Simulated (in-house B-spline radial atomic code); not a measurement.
# Co⁺ in a hard spherical wall

What does confinement do to Co⁺? The free system is solved first, then the same system inside hard walls. More than one configuration is followed.

Method: Dirac-Hartree-Fock, average of configuration, Fermi nucleus, basis-set limit. Code: in-house B-spline radial atomic code version 1.

### 1 Starting point

- element: cobalt (Z = 27)
- charge: +1
- electrons: 26
- configuration: [Ar] 3d8
- Hamiltonian: Dirac-Coulomb
- nucleus: Fermi, rms radius 3.788 fm

Outer shells as boxes (Hund's rule):

[Ar] 3d8
```
[Ar] core
3d [↑↓][↑↓][↑↓][↑ ][↑ ]
```

The boxes draw the filling by Hund's rule, which heavy ions in jj coupling don't follow; these runs average over all states of the configuration.

The run's settings:

```ini
Z = 27
electrons = 26.0
configuration = [Ar] 3d8
hamiltonian = dirac
method = hf
spin_polarised = False
nucleus = fermi
rms_radius = 3.7875
mass_number = 59
atomic_mass = 58.933193524
speed_of_light = 137.035999084
```

This reference run was done before. Its total energy is -1391.757136 hartree, and its levels are (the highest eight at most):

| orbital | occupation | energy (eV) | <r> (bohr) |
| --- | --- | --- | --- |
| 2s1/2 | 2 | -967.46 | 0.2539 |
| 2p1/2 | 2 | -835.19 | 0.2224 |
| 2p3/2 | 4 | -820.12 | 0.2254 |
| 3s1/2 | 2 | -128.17 | 0.7790 |
| 3p1/2 | 2 | -86.599 | 0.8207 |
| 3p3/2 | 4 | -84.636 | 0.8302 |
| 3d3/2 | 3.2 | -19.759 | 1.097 |
| 3d5/2 | 4.8 | -19.544 | 1.105 |

### 2 Wall at 7.8 bohr, configuration [Ar] 3d8

The run's settings:

```ini
Z = 27
electrons = 26.0
configuration = [Ar] 3d8
hamiltonian = dirac
method = hf
spin_polarised = False
nucleus = fermi
rms_radius = 3.7875
mass_number = 59
atomic_mass = 58.933193524
speed_of_light = 137.035999084
wall_radius = 7.8
```

### 3 Wall at 4.97 bohr, configuration [Ar] 3d8

Settings: those of step 2 with these lines changed.

```diff
@@ -11,2 +11,2 @@
 speed_of_light = 137.035999084
-wall_radius = 7.8
+wall_radius = 4.97
```

### 4 Wall at 3.89 bohr, configuration [Ar] 3d8

Settings: those of step 3 with these lines changed.

```diff
@@ -11,2 +11,2 @@
 speed_of_light = 137.035999084
-wall_radius = 4.97
+wall_radius = 3.89
```

### 5 Wall at 2.8 bohr, configuration [Ar] 3d8

Settings: those of step 4 with these lines changed.

```diff
@@ -11,2 +11,2 @@
 speed_of_light = 137.035999084
-wall_radius = 3.89
+wall_radius = 2.8
```

### 6 Wall at 1.87 bohr, configuration [Ar] 3d8

Settings: those of step 5 with these lines changed.

```diff
@@ -11,2 +11,2 @@
 speed_of_light = 137.035999084
-wall_radius = 2.8
+wall_radius = 1.87
```

### 7 Wall at 7.8 bohr, configuration [Ne] 3s2 3p5 3d9

The run's settings:

```ini
Z = 27
electrons = 26.0
configuration = [Ne] 3s2 3p5 3d9
hamiltonian = dirac
method = hf
spin_polarised = False
nucleus = fermi
rms_radius = 3.7875
mass_number = 59
atomic_mass = 58.933193524
speed_of_light = 137.035999084
wall_radius = 7.8
```

### 8 Wall at 4.97 bohr, configuration [Ne] 3s2 3p5 3d9

Settings: those of step 7 with these lines changed.

```diff
@@ -11,2 +11,2 @@
 speed_of_light = 137.035999084
-wall_radius = 7.8
+wall_radius = 4.97
```

### 9 Wall at 3.89 bohr, configuration [Ne] 3s2 3p5 3d9

Settings: those of step 8 with these lines changed.

```diff
@@ -11,2 +11,2 @@
 speed_of_light = 137.035999084
-wall_radius = 4.97
+wall_radius = 3.89
```

### 10 Wall at 2.8 bohr, configuration [Ne] 3s2 3p5 3d9

Settings: those of step 9 with these lines changed.

```diff
@@ -11,2 +11,2 @@
 speed_of_light = 137.035999084
-wall_radius = 3.89
+wall_radius = 2.8
```

### 11 Wall at 1.87 bohr, configuration [Ne] 3s2 3p5 3d9

Settings: those of step 10 with these lines changed.

```diff
@@ -11,2 +11,2 @@
 speed_of_light = 137.035999084
-wall_radius = 2.8
+wall_radius = 1.87
```

Before running: What do the energy and the highest level do as the wall closes in, and which configuration is lower at each radius?

The runs gave:

| configuration | radius (bohr) | energy above the free system (eV) | highest level (eV) |
| --- | --- | --- | --- |
| [Ar] 3d8 | 7.8 | 6.2e-04 | -19.541 (3d5/2) |
| [Ar] 3d8 | 4.97 | 0.160 | -19.279 (3d5/2) |
| [Ar] 3d8 | 3.89 | 1.247 | -18.205 (3d5/2) |
| [Ar] 3d8 | 2.8 | 10.756 | -12.945 (3d5/2) |
| [Ar] 3d8 | 1.87 | 99.614 | 11.895 (3d5/2) |
| [Ne] 3s2 3p5 3d9 | 7.8 | 63.528 | -20.094 (3d5/2) |
| [Ne] 3s2 3p5 3d9 | 4.97 | 63.684 | -19.841 (3d5/2) |
| [Ne] 3s2 3p5 3d9 | 3.89 | 64.800 | -18.757 (3d5/2) |
| [Ne] 3s2 3p5 3d9 | 2.8 | 74.942 | -13.274 (3d5/2) |
| [Ne] 3s2 3p5 3d9 | 1.87 | 168.65 | 12.480 (3d5/2) |

For [Ar] 3d8 the energy above the free reference is 6.2e-04 eV at 7.8 bohr and 99.614 eV at 1.87 bohr. Its highest level passes zero between 2.8 and 1.87 bohr; in smaller spheres the level is positive, pushed up by confinement, and the wall keeps the electron in. Of [Ar] 3d8 and [Ne] 3s2 3p5 3d9, the first stays lower at every radius that both share. A hard wall is a crude model of an atom's surroundings.
